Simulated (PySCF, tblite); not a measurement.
# C₅H₁₅NOSi₂: geometry, infrared bands and NMR shifts

Wanted: the infrared bands and NMR shifts of C₅H₁₅NOSi₂ (`C[Si@H](O[SiH3])N1CCCC1`), by calculation.

The runs use tblite 0.8.0 and PySCF 2.14.0, with density-fitted response routines of our own; the level of theory stands in each step. All values are computed, except where a source is named. Atoms count from 0, in the outputs and in this text.

### Step 1. Starting geometry

24 atoms, charge 0, multiplicity 1; geometry from: force field or distance geometry start.

Bonds of the start (Å): C0–Si1 1.85, Si1–O2 1.67, O2–Si3 1.64, Si1–N4 1.71, N4–C5 1.47, C5–C6 1.51, C6–C7 1.52, C7–C8 1.53, C8–N4 1.46, C0–H9 1.10, C0–H10 1.08, C0–H11 1.10, Si1–H12 1.46, Si3–H13 1.48, Si3–H14 1.49, Si3–H15 1.48, C5–H16 1.11, C5–H17 1.09, C6–H18 1.09, C6–H19 1.09, C7–H20 1.10, C7–H21 1.10, C8–H22 1.08, C8–H23 1.09.

### Step 2. Geometry optimisation with GFN2-xTB

The job: settings as JSON, then the geometry in Å.

```
{"job": {"kind": "relax", "xc": "GFN2-xTB", "basis": "xTB"}, "charge": 0, "multiplicity": 1}
C      1.267400    -1.945500    -1.356000
Si     1.059000    -0.202000    -0.769100
O      1.913000     0.122500     0.625900
Si     3.473600     0.270900     1.108000
N     -0.570800     0.137700    -0.391100
C     -1.120100     1.498800    -0.343100
C     -2.604100     1.287900    -0.166200
C     -2.658800     0.113500     0.790800
C     -1.401700    -0.697000     0.479100
H      0.954300    -2.665300    -0.584500
H      2.296500    -2.156600    -1.620900
H      0.644400    -2.131100    -2.242600
H      1.476200     0.742700    -1.805800
H      4.141900     1.370100     0.383600
H      3.516100     0.542600     2.576000
H      4.188900    -1.002700     0.844100
H     -0.701400     2.053200     0.518200
H     -0.918000     2.067500    -1.253000
H     -3.071600     1.024300    -1.113700
H     -3.107600     2.169600     0.241600
H     -2.638100     0.472200     1.827300
H     -3.580300    -0.475000     0.655900
H     -1.666100    -1.620700    -0.017400
H     -0.904500    -0.957900     1.414700
```

The run is started by

```
$ OMP_NUM_THREADS=1 python probes_run.py task.json out
```

One launch serves the whole session: the jobs run in the order shown.

**Question.** This job is followed by: GFN2-xTB harmonic vibrations, gas phase; GIAO PBE0/pcSseg-1 NMR shielding, non-relativistic, gas phase. What will the session give for the following? strongest single infrared mode (GFN2-xTB); zero-point energy (GFN2-xTB); ¹³C shifts against TMS (PBE0/pcSseg-1, means over atoms taken as alike); ¹H shifts against TMS (PBE0/pcSseg-1, means over atoms taken as alike); ²⁹Si shifts against TMS (PBE0/pcSseg-1); ¹⁷O shifts against H2O (PBE0/pcSseg-1); ¹⁵N shifts against NH3 (PBE0/pcSseg-1); surface potential, 1st and 99th percentile.

The runs gave:

| quantity | value |
| --- | --- |
| strongest single infrared mode (GFN2-xTB) | 1093 cm⁻¹, 664 km/mol |
| zero-point energy (GFN2-xTB) | 119.7 kcal/mol |
| ¹³C shifts against TMS (PBE0/pcSseg-1, means over atoms taken as alike) | 49.1, 30.6, 0.3 ppm |
| ¹H shifts against TMS (PBE0/pcSseg-1, means over atoms taken as alike) | 5.22, 5.17, 3.22, 3.17, 1.89, 1.78, 0.18 ppm |
| ²⁹Si shifts against TMS (PBE0/pcSseg-1) | -24.4, -47.2 ppm |
| ¹⁷O shifts against H2O (PBE0/pcSseg-1) | 30.3 ppm |
| ¹⁵N shifts against NH3 (PBE0/pcSseg-1) | 48.0 ppm |
| surface potential, 1st and 99th percentile | -0.76 V and 1.07 V |

In words: Relaxing lowered the energy by 0.306 eV in 231 steps; the close pair that moved most is C0–Si1, from 1.851 to 1.893 Å. The lowest mode is imaginary (34i cm⁻¹), so the xTB geometry is not a minimum. The strongest single mode, at 1093 cm⁻¹, moves mainly O2. Unscaled tight-binding wavenumbers are off by several per cent, some by more. Its intensities can rank the bands wrongly. At PBE0/pcSseg-1: The largest span, 138 ppm, is at N4, where the paramagnetic term is -112 ppm.
